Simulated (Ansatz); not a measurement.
# Ge2F: from a guess to a relaxed structure

Aim: relax a trial structure of Ge2F and see where it ends.

Computed with Ansatz 0.2.0 (DFT PBE, scalar-relativistic, plane waves, PAW, unless a step's input says otherwise).

## (1) The starting structure

The structure is cubic, space group Fm-3m (No. 225). Conventional cell: a = 6.059 Å, b = 6.059 Å, c = 6.059 Å, α = 90.00°, β = 90.00°, γ = 90.00°. Ge (site symmetry -43m) has 4 F at 2.62 Å as nearest neighbours. F (site symmetry m-3m) has 8 Ge at 2.62 Å as nearest neighbours.

As a file:

```cif
data_structure
_symmetry_space_group_name_H-M 'Fm-3m'
_symmetry_Int_Tables_number 225
_cell_length_a 6.0595
_cell_length_b 6.0595
_cell_length_c 6.0595
_cell_angle_alpha 90.000
_cell_angle_beta 90.000
_cell_angle_gamma 90.000
_cell_volume 222.49
loop_
_atom_site_label
_atom_site_type_symbol
_atom_site_symmetry_multiplicity
_atom_site_Wyckoff_symbol
_atom_site_fract_x
_atom_site_fract_y
_atom_site_fract_z
_atom_site_occupancy
Ge1 Ge 8 c 0.25000 0.75000 0.75000 1
F1 F 4 b 0.50000 0.00000 0.00000 1
```

The cell is invented: random cell by space group and Wyckoff sites (Fm-3m, No. 225). Lengths come from tabulated atomic sizes and are only a guess.

## (2) The guess as it stands, on a coarse mesh

input.yaml

```yaml
crystal:
  lattice:
    - [0.0, 3.02974165, 3.02974165]
    - [3.02974165, 0.0, 3.02974165]
    - [3.02974165, 3.02974165, 0.0]
  atoms:
    - { symbol: Ge, position: [0.25, 0.25, 0.25] }
    - { symbol: Ge, position: [0.75, 0.75, 0.75] }
    - { symbol: F, position: [0.5, 0.5, 0.5] }
basis:
  ecutwfc: 420
kpoints:
  mp_grid: { grid: [6, 6, 6] }
hamiltonian:
  xc: pbe
scf:
  occupations: { method: gaussian, width: 0.1 }
  lower_state_search: "off"
output:
  forces: true
  stress: true
  eigenvalues: true
```

Launch:

```sh
> ansatz run input.yaml --threads 1 --pin off --max-ram 2560MiB --backend cpu --events-out ev --progress --plain --runs-dir out
```

Output (excerpt; [...] marks lines left out):

```text
Warning: RAYON_NUM_THREADS=1 ignored (pool sized by the plan → 1); use --threads N
[...]
Pseudopotentials: kind: paw
Pseudopotential: Ge, paw, valence charge 14, recommended cutoff 420 eV (normal), Ge.paw.azcp
Pseudopotential: F, paw, valence charge 7, recommended cutoff 420 eV (normal), F.paw.azcp
Functional definition: PBE
[...]
Crystal: 3 atoms, lattice volume = 55.622 Å³
Basis set: ecut = 420 eV, 1067 PW (Γ), exchange–correlation on 60×60×60 points (8 copies of the dense FFT grid, shifted against one another)
Bands: 22, of which v1, the nominal top of the filled ones, is band 18 counted from 1 (17 counted from 0)
Symmetry: 48 space group operations
Space group: Fm-3m (ITA 225), of the structure as read, at distance tolerance 3.8e-5 Å
k-points: 16 of 216
[...]
SCF iter   1: F=—  HF=-9395.870108 eV  |F-HF|=—  |Δ(HF+E_count)|=         —  Δρ=2.90e-3  dr2=6.33e-3  ethr=1.77e-3  ⟨swp⟩=5.5  Hψ=1379  notcnv=0
[...]
SCF iter   7: F=-9395.869191 eV  HF=-9395.869191 eV  |F-HF|=1.31e-10  |Δ(HF+E_count)|=   1.70e-8  Δρ=6.93e-6  dr2=2.89e-8  ethr=2.86e-10  ⟨swp⟩=5.4  Hψ=1391  notcnv=0
[...]
SCF converged after 7 iterations
Free energy (F): -9395.869191 eV
[...]
E sigma→0 (E₀):  -9395.859976 eV
Entropy (-TS):   -0.018430 eV (-6.143 meV/atom)
Fermi energy:    7.628952 eV
[...]
--- Forces (eV/Å), atoms counted from 1 ---
  atom   1  Ge     0.00000000     0.00000000    -0.00000000
  atom   2  Ge     0.00000000    -0.00000000     0.00000000
  atom   3  F      0.00000000    -0.00000000    -0.00000000
[...]
--- Stress (GPa, compression-positive) ---
       -1.270399       0.000000       0.000000
       -0.000000      -1.270399      -0.000000
        0.000000      -0.000000      -1.270399
  P = ⅓ Tr σ = -1.2704 GPa (-12.704 kbar)
--- Band table (eV; the first three rows and the last of 16) ---
  k-point 0: bands = ["-17.4000", "-17.4000", "-17.3579", "-17.3579", "-17.3579", "-17.3090", "-17.3090", "-17.3090", "-17.2811", "-17.2811", "-15.6818", "-2.5471", "2.5711", "2.5711", "2.5711", "3.9278", "7.4118", "7.4118", "7.4118", "12.4337", "12.4337", "12.4337"]
[...]
```

Run time: 0.82 s. Hardware: 1 thread of Intel Xeon 6975P-C (Granite Rapids), shared host; peak memory 0.35 GiB.

From the probe: pressure -1.3 GPa, largest force 0.00 eV/Å, gap on this mesh none (metal). A cheap, loose relaxation comes first.

## (3) Coarse relaxation

input.yaml: that of step 2 with these lines changed.

```diff
@@ -22 +22,6 @@
   eigenvalues: true
+relax:
+  adjacent_minimum: "off"
+  f_tol: 0.04
+  max_steps: 70
+  cell: { stress_tol: 0.4 }
```

Launch:

```sh
> ansatz run input.yaml --threads 1 --pin off --max-ram 2560MiB --backend cpu --events-out ev --progress --plain --runs-dir out
```

Output:

```text
Warning: RAYON_NUM_THREADS=1 ignored (pool sized by the plan → 1); use --threads N
Engine: ansatz 0.2.0, x86_64-unknown-linux-gnu
[... 4 set-up lines as earlier in the session ...]
  parameter kappa = 0.804
  parameter beta = 0.06672455060314922
  exchange = pbe_x(kappa = kappa, mu = beta*pi^2/3)
  correlation = pbe_c(beta = beta)
Crystal: 3 atoms, lattice volume = 55.622 Å³
Basis set: ecut = 420 eV, 1067 PW (Γ), exchange–correlation on 60×60×60 points (8 copies of the dense FFT grid, shifted against one another)
Bands: 22, of which v1, the nominal top of the filled ones, is band 18 counted from 1 (17 counted from 0)
[... 2 set-up lines as earlier in the session ...]
k-points: 16 of 216
Non-local potential: Ge, projectors of the file, l = 0: 2, l = 1: 2, l = 2: 3, l = 3: 1
Non-local potential: F, projectors of the file, l = 0: 2, l = 1: 2, l = 2: 1
PAW form: soft (Blöchl's): semilocal exchange-correlation on the pseudo side does not see the compensation charge
PAW one-centre angular grid: Ge, 590 points (default); XC on 64 Gauss nodes
PAW one-centre angular grid: F, 110 points (default); XC on 64 Gauss nodes
Initial density: superposition of atomic densities (neutral atoms: chi_scale 0, normalization atom), corrected by the library's trained network
Initial wavefunctions: pseudopotential atomic-orbital guess
Functional: x = pbe(κ = 0.804, μ = 0.2195149727645171), c = pbe(β = 0.06672455060314922)
SCF iter   1: F=—  HF=-9395.870108 eV  |F-HF|=—  |Δ(HF+E_count)|=         —  Δρ=2.90e-3  dr2=6.33e-3  ethr=1.77e-3  ⟨swp⟩=5.5  Hψ=1379  notcnv=0
preconditioner: auto → Kerker (q_TF=auto, 2.526 Å⁻¹)  [metal: Δε(μ)=0.021 eV  Ē_g=20.616 eV  σ=0.100 eV  W_gap=0.12  n_scr=14 (ndim 8)  ℏωp=29.5 eV  f_vac=0.003  D(μ)=3.64/eV (n_scr^D=50)]
SCF iter   2: F=—  HF=-9395.869474 eV  |F-HF|=—  |Δ(HF+E_count)|=   6.34e-4  Δρ=1.50e-3  dr2=2.40e-3  ethr=1.81e-5  ⟨swp⟩=2.4  Hψ=752  notcnv=0
SCF iter   3: F=—  HF=-9395.869385 eV  |F-HF|=—  |Δ(HF+E_count)|=   8.91e-5  Δρ=7.76e-4  dr2=7.18e-4  ethr=6.85e-6  ⟨swp⟩=2.6  Hψ=611  notcnv=0
SCF iter   4: F=—  HF=-9395.869185 eV  |F-HF|=—  |Δ(HF+E_count)|=   2.01e-4  Δρ=3.59e-4  dr2=1.36e-4  ethr=2.05e-6  ⟨swp⟩=2.1  Hψ=632  notcnv=0
SCF iter   5: F=—  HF=-9395.869173 eV  |F-HF|=—  |Δ(HF+E_count)|=   1.19e-5  Δρ=1.30e-4  dr2=9.50e-6  ethr=3.89e-7  ⟨swp⟩=2.6  Hψ=635  notcnv=0
SCF iter   6: F=—  HF=-9395.869191 eV  |F-HF|=—  |Δ(HF+E_count)|=   1.81e-5  Δρ=2.38e-5  dr2=3.44e-7  ethr=2.72e-8  ⟨swp⟩=2.0  Hψ=631  notcnv=0
SCF iter   7: F=-9395.869191 eV  HF=-9395.869191 eV  |F-HF|=1.36e-10  |Δ(HF+E_count)|=   1.68e-8  Δρ=6.93e-6  dr2=2.89e-8  ethr=2.86e-10  ⟨swp⟩=5.4  Hψ=1391  notcnv=0
SCF 1 converged in 7 iterations: F = -9395.869191 eV  dr2 = 2.89e-8
relax step   1: F+E_penalty+E_count = -9395.86919071 eV  Δ(F+E_penalty+E_count) = +0.000e0 eV  max|allowed force component| = 1.850e-17 eV/Å  Δτ_max = 0.0000 Å  P = -1.270 GPa  Ω = 55.622 Å³  (7 SCF iters, dr2 threshold 1.00e-7 eV, accepted)
Crystal: 3 atoms, lattice volume = 53.853 Å³
Initial density: handed on by an earlier stage of this run
Initial wavefunctions: those handed on with the density
iter 1 solved again at ethr=5.55e-5 eV; its pass at ethr=3.10e-3 eV (dr2=1.94e-2 eV) is discarded
SCF iter   1: F=—  HF=-9395.880632 eV  |F-HF|=—  |Δ(HF+E_count)|=         —  Δρ=5.17e-3  dr2=1.94e-2  ethr=5.55e-5  ⟨swp⟩=1.0  Hψ=1793  notcnv=0
preconditioner: auto → Kerker (q_TF=auto, 2.539 Å⁻¹)  [metal: Δε(μ)=0.017 eV  Ē_g=20.762 eV  σ=0.100 eV  W_gap=0.09  n_scr=14 (ndim 8)  ℏωp=29.9 eV  f_vac=0.000  D(μ)=3.61/eV (n_scr^D=50)]
SCF iter   2: F=—  HF=-9395.877664 eV  |F-HF|=—  |Δ(HF+E_count)|=   2.97e-3  Δρ=2.33e-3  dr2=5.66e-3  ethr=5.54e-5  ⟨swp⟩=1.2  Hψ=359  notcnv=0
SCF iter   3: F=—  HF=-9395.876180 eV  |F-HF|=—  |Δ(HF+E_count)|=   1.48e-3  Δρ=7.03e-4  dr2=6.07e-4  ethr=1.62e-5  ⟨swp⟩=1.4  Hψ=363  notcnv=0
SCF iter   4: F=—  HF=-9395.876008 eV  |F-HF|=—  |Δ(HF+E_count)|=   1.72e-4  Δρ=2.90e-4  dr2=3.69e-5  ethr=1.74e-6  ⟨swp⟩=2.0  Hψ=634  notcnv=0
SCF iter   5: F=—  HF=-9395.875980 eV  |F-HF|=—  |Δ(HF+E_count)|=   2.80e-5  Δρ=1.28e-4  dr2=7.49e-6  ethr=1.06e-7  ⟨swp⟩=2.0  Hψ=592  notcnv=0
SCF iter   6: F=—  HF=-9395.875981 eV  |F-HF|=—  |Δ(HF+E_count)|=   9.46e-7  Δρ=2.54e-5  dr2=7.04e-7  ethr=2.14e-8  ⟨swp⟩=1.9  Hψ=462  notcnv=0
SCF iter   7: F=-9395.875981 eV  HF=-9395.875981 eV  |F-HF|=7.77e-9  |Δ(HF+E_count)|=   3.10e-8  Δρ=8.32e-6  dr2=6.63e-8  ethr=8.57e-10  ⟨swp⟩=4.0  Hψ=1084  notcnv=0
SCF 2 converged in 7 iterations: F = -9395.875981 eV  dr2 = 6.63e-8
relax step   2: F+E_penalty+E_count = -9395.87598093 eV  Δ(F+E_penalty+E_count) = -6.790e-3 eV  max|allowed force component| = 1.372e-16 eV/Å  Δτ_max = 0.0000 Å  P = +0.598 GPa  Ω = 53.853 Å³  energy of the carried Pulay correction = +2.810e-3 eV  (7 SCF iters, dr2 threshold 3.00e-7 eV, accepted)
Crystal: 3 atoms, lattice volume = 54.407 Å³
iter 1 solved again at ethr=5.06e-6 eV; its pass at ethr=3.10e-3 eV (dr2=1.77e-3 eV) is discarded
SCF iter   1: F=—  HF=-9395.876546 eV  |F-HF|=—  |Δ(HF+E_count)|=         —  Δρ=1.62e-3  dr2=1.94e-3  ethr=5.06e-6  ⟨swp⟩=2.2  Hψ=1662  notcnv=0
preconditioner: auto → Kerker (q_TF=auto, 2.535 Å⁻¹)  [metal: Δε(μ)=0.030 eV  Ē_g=20.736 eV  σ=0.100 eV  W_gap=0.17  n_scr=14 (ndim 8)  ℏωp=29.8 eV  f_vac=0.000  D(μ)=3.74/eV (n_scr^D=50)]
SCF iter   2: F=—  HF=-9395.876243 eV  |F-HF|=—  |Δ(HF+E_count)|=   3.03e-4  Δρ=7.31e-4  dr2=5.72e-4  ethr=5.06e-6  ⟨swp⟩=1.2  Hψ=359  notcnv=0
SCF iter   3: F=—  HF=-9395.876094 eV  |F-HF|=—  |Δ(HF+E_count)|=   1.50e-4  Δρ=2.23e-4  dr2=5.98e-5  ethr=1.63e-6  ⟨swp⟩=1.3  Hψ=362  notcnv=0
SCF iter   4: F=—  HF=-9395.876088 eV  |F-HF|=—  |Δ(HF+E_count)|=   5.68e-6  Δρ=9.55e-5  dr2=4.05e-6  ethr=1.71e-7  ⟨swp⟩=2.0  Hψ=634  notcnv=0
SCF iter   5: F=—  HF=-9395.876084 eV  |F-HF|=—  |Δ(HF+E_count)|=   3.88e-6  Δρ=4.11e-5  dr2=7.55e-7  ethr=1.16e-8  ⟨swp⟩=2.0  Hψ=592  notcnv=0
SCF iter   6: F=-9395.876084 eV  HF=-9395.876084 eV  |F-HF|=7.97e-10  |Δ(HF+E_count)|=   1.11e-7  Δρ=8.12e-6  dr2=7.13e-8  ethr=8.57e-10  ⟨swp⟩=4.3  Hψ=1149  notcnv=0
SCF 3 converged in 6 iterations: F = -9395.876084 eV  dr2 = 7.13e-8
relax step   3: F+E_penalty+E_count = -9395.87608405 eV  Δ(F+E_penalty+E_count) = -1.031e-4 eV  max|allowed force component| = 1.611e-16 eV/Å  Δτ_max = 0.0000 Å  P = -0.019 GPa  Ω = 54.407 Å³  energy of the carried Pulay correction = +1.920e-3 eV  (6 SCF iters, dr2 threshold 3.00e-7 eV, accepted)
Initial wavefunctions: pseudopotential atomic-orbital guess (no wavefunctions were taken with the density)
iter 1 solved again at ethr=6.52e-8 eV; its pass at ethr=3.10e-3 eV (dr2=2.28e-5 eV) is discarded
SCF iter   1: F=—  HF=-9395.874623 eV  |F-HF|=—  |Δ(HF+E_count)|=         —  Δρ=1.22e-4  dr2=1.28e-6  ethr=6.52e-8  ⟨swp⟩=2.8  Hψ=2258  notcnv=0
preconditioner: auto → Kerker (q_TF=auto, 2.535 Å⁻¹)  [metal: Δε(μ)=0.016 eV  Ē_g=20.716 eV  σ=0.100 eV  W_gap=0.09  n_scr=14 (ndim 8)  ℏωp=29.8 eV  f_vac=0.000  D(μ)=3.71/eV (n_scr^D=50)]
SCF iter   2: F=—  HF=-9395.874634 eV  |F-HF|=—  |Δ(HF+E_count)|=   1.01e-5  Δρ=5.56e-5  dr2=2.59e-7  ethr=3.65e-9  ⟨swp⟩=2.0  Hψ=456  notcnv=0
SCF iter   3: F=—  HF=-9395.874634 eV  |F-HF|=—  |Δ(HF+E_count)|=   2.73e-7  Δρ=1.17e-5  dr2=4.21e-8  ethr=7.39e-10  ⟨swp⟩=2.0  Hψ=460  notcnv=0
SCF iter   4: F=—  HF=-9395.874634 eV  |F-HF|=—  |Δ(HF+E_count)|=   1.26e-8  Δρ=3.14e-6  dr2=7.99e-9  ethr=1.20e-10  ⟨swp⟩=2.0  Hψ=574  notcnv=0
SCF iter   5: F=—  HF=-9395.874634 eV  |F-HF|=—  |Δ(HF+E_count)|=   2.34e-9  Δρ=1.82e-6  dr2=3.61e-9  ethr=2.28e-11  ⟨swp⟩=2.0  Hψ=512  notcnv=0
SCF iter   6: F=-9395.874634 eV  HF=-9395.874634 eV  |F-HF|=2.36e-11  |Δ(HF+E_count)|=  2.73e-11  Δρ=3.71e-7  dr2=6.97e-11  ethr=5.49e-12  ⟨swp⟩=4.0  Hψ=1077  notcnv=0
SCF 4 converged in 6 iterations: F = -9395.874634 eV  dr2 = 6.97e-11
relax step   4: F+E_penalty+E_count = -9395.87463382 eV  Δ(F+E_penalty+E_count) = +1.450e-3 eV  max|allowed force component| = 1.318e-16 eV/Å  Δτ_max = 0.0000 Å  P = -0.080 GPa  Ω = 54.407 Å³  stress off target by 8.03e-2 GPa  SCF on the basis re-selected at this cell (its energy is not comparable with the rows above)  (6 SCF iters)
basis re-selected at this cell: Δ(F+E_penalty+E_count) = +1.450e-3 eV, ΔP = -0.062 GPa vs the last step (what re-selecting the basis moved, of the pressure what is left beyond the Pulay correction that the steps carried, after the strain that the cell walked since its last selection, with what the two solves' SCF thresholds leave and, on support functions, any second-order correction that the steps lacked; it is no measure of the basis error at this ecutwfc). This SCF's stress stands 8.03e-2 GPa from its target on what of the cell is left free (relax.cell.stress_tol is 4.00e-1 GPa) and its largest allowed force component is 1.32e-16 eV/Å (relax.f_tol is 4.00e-2 eV/Å): within both
SCF converged after 6 iterations
Free energy (F): -9395.874634 eV
Harris-Foulkes:  -9395.874634 eV  (|F-HF|=2.36e-11)
Internal energy: -9395.856067 eV  (E = F + TS)
E sigma→0 (E₀):  -9395.865350 eV
Entropy (-TS):   -0.018567 eV (-6.189 meV/atom)
Fermi energy:    7.903092 eV
--- Per-component energies (eV) ---
  E_band       = -334.049066
  E_kinetic    = 422.792992
  E_local      = -5149.682317  (includes V_loc(G=0)·N_el)
  E_nonlocal   = 900.561392
  E_hartree    = 2196.277878
  E_xc         = -228.536243
  E_vxc        = -227.875004  (∫ρ·V_xc dr)
  E_paw        = -4229.491324  (= ΣΔE_a)
  E_vpaw       = -672.403440  (= ΣTr[D̂ρ^β])
  E_aug_tail   = 0.002086  (compensation charges beyond the density's cutoff)
  E_ewald      = -3307.780531
  E_smearing   = -0.018567  (= −TS)
  E_closure    = 0.000000  (closes the sum)
  Σ components = -9395.874634   (vs F -9395.874634, Δ=0.00e0)
--- Forces (eV/Å), atoms counted from 1 ---
  atom   1  Ge     0.00000000     0.00000000     0.00000000
  atom   2  Ge    -0.00000000    -0.00000000    -0.00000000
  atom   3  F     -0.00000000     0.00000000     0.00000000
  max |Σ_I F_I| component: 4.16e-17 eV/Å
--- Stress (GPa, compression-positive) ---
       -0.080320       0.000000      -0.000000
       -0.000000      -0.080320       0.000000
        0.000000       0.000000      -0.080320
  P = ⅓ Tr σ = -0.0803 GPa (-0.803 kbar)
--- Band table (eV; the first three rows and the last of 16) ---
  k-point 0: bands = ["-17.1170", "-17.1170", "-17.0724", "-17.0724", "-17.0724", "-17.0196", "-17.0196", "-17.0196", "-16.9895", "-16.9895", "-15.5250", "-2.3551", "2.7325", "2.7325", "2.7325", "4.3431", "7.6744", "7.6744", "7.6744", "12.7981", "12.7981", "12.7981"]
  k-point 1: bands = ["-17.1086", "-17.1086", "-17.0747", "-17.0684", "-17.0684", "-17.0233", "-17.0227", "-17.0227", "-16.9982", "-16.9982", "-15.5025", "-2.2295", "2.4206", "2.6595", "2.6595", "3.7696", "7.8987", "7.8987", "8.6698", "11.8665", "11.8665", "12.1042"]
  k-point 2: bands = ["-17.0857", "-17.0857", "-17.0750", "-17.0579", "-17.0579", "-17.0350", "-17.0314", "-17.0314", "-17.0218", "-17.0218", "-15.4572", "-1.8156", "0.9362", "2.5286", "2.5286", "4.2250", "8.3563", "8.3563", "9.3686", "10.7469", "10.7469", "11.2425"]
  k-point 15: bands = ["-17.0992", "-17.0984", "-17.0802", "-17.0549", "-17.0433", "-17.0417", "-17.0350", "-17.0305", "-17.0234", "-17.0066", "-15.4066", "-1.1251", "0.0469", "1.7812", "3.5445", "4.4400", "5.2884", "6.9701", "8.9063", "11.6374", "14.5159", "14.8547"]
--- Relaxed structure (3 steps of the walk, 3 accepted, 1 SCFs on fresh bases) ---
  F+E_penalty+E_count = -9395.87463382 eV   max|allowed force component| = 1.318e-16 eV/Å   (the final SCF, on the basis selected at the relaxed cell)
  cell:  # Å, volume = 54.4069 Å³
    - [7.384308688297904e-35, 3.0075167011384374, 3.0075167011384374]
    - [3.0075167011384374, 6.4329071915306815e-34, 3.0075167011384374]
    - [3.0075167011384374, 3.0075167011384374, 3.34980903568878e-34]
  atoms:
    - { symbol: Ge, position: [0.25, 0.25, 0.25] }
    - { symbol: Ge, position: [0.75, 0.75, 0.75] }
    - { symbol: F, position: [0.5, 0.5, 0.5] }
```

Wall time 2.9 s (1 thread of Intel Xeon 6975P-C (Granite Rapids), shared host); peak memory 0.38 GiB.

The steps of the relaxation:

```csv
step,energy from step 1 (eV/cell),largest force component (eV/Å),pressure (GPa),volume (Å³)
1,0.0000,0.0000,-1.27,55.62
2,-0.0068,0.0000,0.60,53.85
3,-0.0069,0.0000,-0.02,54.41
4,-0.0054,0.0000,-0.08,54.41
```

Step 1 is the start. Step 4 repeats the geometry before it on a plane-wave basis chosen anew for that cell, so its energy need not be comparable with the rows above.

Lengths and angles in the start's conventional setting:

|  | before | after | change |
| --- | --- | --- | --- |
| a (Å) | 6.059 | 6.015 | -0.7 % |
| b (Å) | 6.059 | 6.015 | -0.7 % |
| c (Å) | 6.059 | 6.015 | -0.7 % |
| volume (Å³/atom) | 18.54 | 18.14 | -2.2 % |
| shortest distance (Å) | 2.624 | 2.605 | -0.7 % |
| space group (0.01 Å) | Fm-3m | Fm-3m | same |

Forces and stress were held to the start's 48 operations: a distortion of lower symmetry was not tested.

## (4) Relaxation on the finer mesh

The end of the coarse run is made exact in the group found at a tolerance of 0.06 Å and reduced to its primitive cell.

input.yaml

```yaml
crystal:
  lattice:
    - [0.0, 3.0075167011, 3.0075167011]
    - [3.0075167011, 0.0, 3.0075167011]
    - [3.0075167011, 3.0075167011, 0.0]
  atoms:
    - { symbol: Ge, position: [0.25, 0.25, 0.25] }
    - { symbol: Ge, position: [0.75, 0.75, 0.75] }
    - { symbol: F, position: [0.5, 0.5, 0.5] }
basis:
  ecutwfc: 420
kpoints:
  mp_grid: { grid: [14, 14, 14] }
hamiltonian:
  xc: pbe
scf:
  occupations: { method: gaussian, width: 0.1 }
output:
  forces: true
  stress: true
  eigenvalues: true
relax:
  adjacent_minimum: "off"
  f_tol: 0.01
  max_steps: 80
  cell: { stress_tol: 0.05 }
```

Launch:

```sh
> ansatz run input.yaml --threads 1 --pin off --max-ram 2560MiB --backend cpu --events-out ev --progress --plain --runs-dir out
```

Output (excerpt; [...] marks lines left out):

```text
Warning: RAYON_NUM_THREADS=1 ignored (pool sized by the plan → 1); use --threads N
[...]
[... 4 set-up lines as earlier in the session ...]
[...]
Crystal: 3 atoms, lattice volume = 54.407 Å³
Basis set: ecut = 420 eV, 1067 PW (Γ), exchange–correlation on 60×60×60 points (8 copies of the dense FFT grid, shifted against one another)
Bands: 22, of which v1, the nominal top of the filled ones, is band 18 counted from 1 (17 counted from 0)
[... 2 set-up lines as earlier in the session ...]
k-points: 104 of 2744
[...]
SCF iter   1: F=—  HF=-9395.860249 eV  |F-HF|=—  |Δ(HF+E_count)|=         —  Δρ=1.78e-3  dr2=2.53e-3  ethr=1.77e-3  ⟨swp⟩=5.4  Hψ=8980  notcnv=0
[...]
Fermi energy:    7.912651 eV
[...]
--- Forces (eV/Å), atoms counted from 1 ---
  atom   1  Ge    -0.00000000     0.00000000    -0.00000000
  atom   2  Ge    -0.00000000    -0.00000000    -0.00000000
  atom   3  F      0.00000000    -0.00000000     0.00000000
[...]
--- Stress (GPa, compression-positive) ---
       -0.037104       0.000000       0.000000
       -0.000000      -0.037104       0.000000
        0.000000       0.000000      -0.037104
  P = ⅓ Tr σ = -0.0371 GPa (-0.371 kbar)
--- Band table (eV; the first three rows and the last of 104) ---
[... band rows left out ...]
[...]
--- Relaxed structure (1 steps of the walk, 1 accepted, 1 SCFs on fresh bases) ---
  F+E_penalty+E_count = -9395.86007903 eV   max|allowed force component| = 7.710e-18 eV/Å   (the final SCF, on the basis selected at the relaxed cell)
  cell:  # Å, volume = 54.4069 Å³
    - [0.0, 3.0075167011, 3.0075167011]
    - [3.0075167011, 0.0, 3.0075167011]
    - [3.0075167011, 3.0075167011, 0.0]
  atoms:
    - { symbol: Ge, position: [0.25, 0.25, 0.25] }
    - { symbol: Ge, position: [0.75, 0.75, 0.75] }
    - { symbol: F, position: [0.5, 0.5, 0.5] }
```

Wall time 7.8 s (1 thread of Intel Xeon 6975P-C (Granite Rapids), shared host); peak memory 0.45 GiB.

The steps of the relaxation:

```
step  E - E(step 1) (eV/cell)  largest force component (eV/Å)  pressure (GPa)  volume (Å³)
   1                   0.0000                          0.0000           -0.04        54.41
   2                   0.0000                          0.0000           -0.04        54.41
```

Step 1 is the start. Step 2 repeats the geometry before it on a plane-wave basis chosen anew for that cell, so its energy need not be comparable with the rows above.

Lengths and angles in the start's conventional setting:

|  | before | after | change |
| --- | --- | --- | --- |
| a (Å) | 6.015 | 6.015 | 0.0 % |
| b (Å) | 6.015 | 6.015 | 0.0 % |
| c (Å) | 6.015 | 6.015 | 0.0 % |
| volume (Å³/atom) | 18.14 | 18.14 | 0.0 % |
| shortest distance (Å) | 2.605 | 2.605 | 0.0 % |
| space group (0.01 Å) | Fm-3m | Fm-3m | same |

Forces and stress were held to the start's 48 operations: a distortion of lower symmetry was not tested.

## (5) Results

| quantity | value |
| --- | --- |
| symmetry at the end (tolerance 0.05 Å) | space group Fm-3m (No. 225) |
| conventional cell | a = 6.015 Å, b = 6.015 Å, c = 6.015 Å, α = 90.00°, β = 90.00°, γ = 90.00° |
| volume | 18.14 Å³/atom |
| energy over the elements (uncorrected; H, N, O, F and Cl as molecules) | -0.10 eV/atom |
| gap on the mesh | none (metal) |

The space group Fm-3m (No. 225) is kept, and the volume per atom shrinks by 2.2 % from the first guess. A negative formation energy is needed for stability but isn't enough; other structures and compounds were not set against it here. No finished test with a distortion of lower symmetry is shown, so the end may be a saddle point. The final runs have no spin polarisation, so no magnetic state was tried and one may lie lower.
